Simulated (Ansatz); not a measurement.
# F₂H₅NOSi₂: vertical ionisation energy

The task here is to estimate one member of a computed series from the others.

Computed with Ansatz 0.2.0, Gaussian basis. Level: unrestricted cation, the program's frozen cores in correlated methods.

Levels to be run: UKS PBE-D4/def2-TZVPP; UKS r2SCAN-D4/def2-TZVPP; UKS PBE0-D4/def2-TZVPP; UKS B3LYP-D4/def2-TZVPP; UKS wB97X-V/def2-TZVPP; UKS wB97M-V/def2-TZVPP; UKS B2PLYP/def2-TZVPP; UHF-CCSD(T)/def2-TZVPP; UHF-MP2/def2-QZVPP; extrapolation to the limit; then −ε(HOMO) from the neutral's earlier runs with LDA (SPW92), PBE-D4, revPBE-D4, BLYP-D4, r2SCAN-D4, B97M-V, PBE0-D4, B3LYP-D4, r2SCANh-D4, r2SCAN0-D4, HSE06-D4, BHLYP-D4, CAM-B3LYP-D4, LC-ωPBE, ωB97X-V, ωB97M-V.

## The geometry

An earlier PBE0-D4 in a triple-zeta def2 set relaxation fixed the geometry.

SMILES `O[SiH](F)N[SiH2]F`, 11 atoms, charge 0, spin multiplicity 1.

Atoms are counted from 1 here; the program's logs count them from 0.

Bond lengths: O1–Si2 1.630 Å, O1–H7 0.958 Å, Si2–F3 1.587 Å, Si2–N4 1.712 Å, Si2–H8 1.475 Å, N4–Si5 1.712 Å, N4–H9 1.012 Å, Si5–F6 1.601 Å, Si5–H10 1.479 Å, Si5–H11 1.477 Å. Angles: Si2–O1–H7 117.8°, O1–Si2–F3 103.3°, O1–Si2–N4 112.5°, O1–Si2–H8 114.0°, F3–Si2–N4 111.0°, F3–Si2–H8 108.4°, N4–Si2–H8 107.6°, Si2–N4–Si5 128.5°, Si2–N4–H9 115.8°, Si5–N4–H9 115.7°, N4–Si5–F6 111.4°, N4–Si5–H10 109.7°, N4–Si5–H11 108.9°, F6–Si5–H10 106.2°, F6–Si5–H11 106.9°, H10–Si5–H11 113.7°.

The first run:

The input, in.yaml:

```yaml
crystal:
  periodic: [false, false, false]
  atoms:
    - {symbol: O, position_ang: [-1.930600, -1.608196, -0.339284]}
    - {symbol: Si, position_ang: [-0.368764, -1.307434, 0.015496]}
    - {symbol: F, position_ang: [0.403618, -2.498519, -0.694741]}
    - {symbol: N, position_ang: [0.158351, 0.207842, -0.581138]}
    - {symbol: Si, position_ang: [0.982781, 1.453646, 0.254749]}
    - {symbol: F, position_ang: [-0.037144, 2.546005, 0.828737]}
    - {symbol: H, position_ang: [-2.578462, -0.941957, -0.106907]}
    - {symbol: H, position_ang: [-0.063671, -1.348485, 1.457750]}
    - {symbol: H, position_ang: [-0.060167, 0.399109, -1.551071]}
    - {symbol: H, position_ang: [1.875891, 2.172803, -0.678833]}
    - {symbol: H, position_ang: [1.683668, 0.868186, 1.415846]}
basis:
  gaussian: {orbitals: def2-TZVPP}
total_charge: 1
magnetization: {spin_polarized: true, initial_magnetization: 1}
hamiltonian: {xc: pbe, dispersion: d4}
```

Started as:

```sh
$ ansatz run in.yaml --threads 2 --pin off --events-out ev --progress --plain --max-ram 20480MiB --backend cuda --devices 0, --max-vram 18GiB
```

Steps of the session up to this table: Cation, UKS PBE-D4/def2-TZVPP; Cation, UKS r2SCAN-D4/def2-TZVPP; Cation, UKS PBE0-D4/def2-TZVPP; Cation, UKS B3LYP-D4/def2-TZVPP; Cation, UKS wB97X-V/def2-TZVPP; Cation, UKS wB97M-V/def2-TZVPP; Cation, UKS B2PLYP (frozen core)/def2-TZVPP; Cation, UHF-CCSD(T)/def2-TZVPP; Cation, UHF-MP2/def2-QZVPP.

One table of the session follows, with a row left open; its other results are not shown here.

For comparison, −ε(HOMO) of the neutral from earlier runs:

| functional | −ε(HOMO) (eV) |
| --- | --- |
| LDA (SPW92) | 7.48 |
| PBE-D4 | 7.27 |
| revPBE-D4 | ? |
| BLYP-D4 | 7.12 |
| r2SCAN-D4 | 7.60 |
| B97M-V | 7.71 |
| PBE0-D4 | 8.75 |
| B3LYP-D4 | 8.47 |
| r2SCANh-D4 | 8.15 |
| r2SCAN0-D4 | 8.99 |
| HSE06-D4 | 8.34 |
| BHLYP-D4 | 10.12 |
| CAM-B3LYP-D4 | 10.18 |
| LC-ωPBE | 11.61 |
| ωB97X-V | 11.21 |
| ωB97M-V | 11.13 |

**Question.** Estimate the row for revPBE-D4.

The run gave: −ε(HOMO) (eV): 7.19. In the column «−ε(HOMO) (eV)» it lies between BLYP-D4 (7.12) and PBE-D4 (7.27).

Caveats from the session: The cation may have settled in a state other than its lowest; no search over hole states beyond the program's own was made.
